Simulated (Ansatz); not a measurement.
CsLiCr2Te2S3:

```xyz
9
Lattice="3.3193 1.9164 6.8798 -3.3193 1.9164 6.8798 0.0000 -3.8328 6.8798" Properties=species:S:1:pos:R:3 pbc="T T T"
Cs    0.0000    0.0000    0.0000
Li    0.0000    0.0000   10.3197
Cr    0.0000    0.0000   16.4802
Cr    0.0000    0.0000    4.1593
Te    0.0000    0.0000   14.0328
Te    0.0000    0.0000    6.6067
S    -2.4147    0.0000   10.3197
S     1.2074   -2.0912   10.3197
S     1.2074    2.0912   10.3197
```

The cell was built by a generator and needn't be a form met in nature.

Base run:

```yaml
Program: Ansatz 0.2.0
Functional: revPBE
Potentials_or_basis: Ansatz PAW
Cutoff: "420 eV (not typed: the program's choice for these potentials)"
k_mesh: 5 × 5 × 5
Occupations: fermi-dirac, width 0.05 eV
Spin: collinear spin, ferromagnetic start
Starting_moments: "[0.0, 0.0, 3.0, 3.0, 0.0, 0.0, 0.0, 0.0, 0.0] μB"
```

Its results: band gap on the k mesh none (metal or under the smearing width); pressure 1.3 GPa; net moment 4.00 μB per cell; site moments Cs -0.01; Li +0.01; Cr +2.11; Te -0.16; S -0.06 μB; largest force 0.099 eV/Å.

Problem. The run is repeated on the same cell with these changes: functional from revPBE to PBEsol. What comes out?

Solution. Band gap on the k mesh none (metal or under the smearing width); pressure -2.1 GPa; net moment 4.00 μB per cell; site moments Cs -0.01; Li +0.01; Cr +2.05; Te -0.14; S -0.06 μB; largest force 0.241 eV/Å.

PBEsol binds more tightly than revPBE, so the same cell stands under less pressure.

Caveats: spin-orbit coupling is left out, which moves the levels of the heavy elements; only a ferromagnetic start was run, and an antiferromagnetic order may lie lower in energy; the PAW data sets come from PBE, with cores solved anew for the run's functional, which leaves a small shift of forces and pressure.
